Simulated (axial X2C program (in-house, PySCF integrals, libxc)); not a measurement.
# GeSH: bond lengths and stretches, held linear

The task here is to estimate one member of a computed series from the others.

Program: an in-house X2C program for linear molecules on PySCF integrals. Level of theory: all-electron X2C, two-component (2c) or spin-free, Ge dyall-v3z, S dyall-av3z, H dyall-v3z. These are calculated values, not measurements.

All values are calculated.

2 further runs of the same task are left out: 2 set aside as unsound or not needed.

Set-up of the first run:

task.json

```json
{"zs": [32, 16, 1], "q": 0, "bas": ["dyall-v3z", "dyall-av3z", "dyall-v3z"], "r0": [2.24, 1.34], "symm": 0, "scan": ["PBE0", "HF", "r2SCAN"], "levels": ["PBE0", "HF", "B3LYP"], "nst": 2}
```

Keys: zs atomic numbers; q charge; bas basis sets; r0 starting distance in Å; symm equal bonds; scan levels of the two-bond scan (MP2 follows by itself at each HF point); levels methods; nst determinants followed.

Started as:

```sh
> python solin.py task.json out
```

Masses Ge 73.921, S 31.972, H 1.008 u.

Steps of the session up to this table: Scan at PBE0, 2c; Scan at HF, 2c; Scan at r2SCAN, 2c.

One of the session's tables, all rows but one given; the rest of the session is left out.

| level | r(Ge–S) (Å) | r(S–H) (Å) | lower stretch (cm⁻¹) | upper stretch (cm⁻¹) |
| --- | --- | --- | --- | --- |
| PBE0, 2c | 2.200 | 1.342 | 392.9 | 2709.1 |
| HF, 2c | 2.241 | 1.324 | 369.5 | 2862.4 |
| r2SCAN, 2c | 2.195 | 1.344 | 391.6 | 2680.3 |
| MP2, 2c | 2.202 | 1.336 | 399.2 | 2747.8 |
| PBE0, spin-free | 2.199 | 1.341 | 393.6 | 2713.4 |
| HF, spin-free | 2.239 | 1.324 | 371.0 | 2865.3 |
| r2SCAN, spin-free | 2.193 | 1.343 | 391.9 | 2683.6 |
| MP2, spin-free | ? | ? | ? | ? |

**Question.** Estimate the row for MP2, spin-free.

The run gave: r(Ge–S) (Å): 2.200; r(S–H) (Å): 1.336; lower stretch (cm⁻¹): 400.2; upper stretch (cm⁻¹): 2750.4.

Scans not shown above were run alike.

What this shows: Over the levels the Ge–S bond spans 2.193 to 2.241 Å and the S–H bond 1.324 to 1.344 Å. At PBE0 going from spin-free to two-component moves the bonds by +0.002 and +0.000 Å. Each state is one determinant, the lowest of a limited PBE0 search; the stretches come from a fit to few points and are good to some per cent at best. MP2 freezes inner shells (threshold -2 hartree). The molecule was held linear; bending was not examined, so a bent shape may lie lower. Note: functional without a current term on a determinant with orbital currents, of the molecule or an atom.
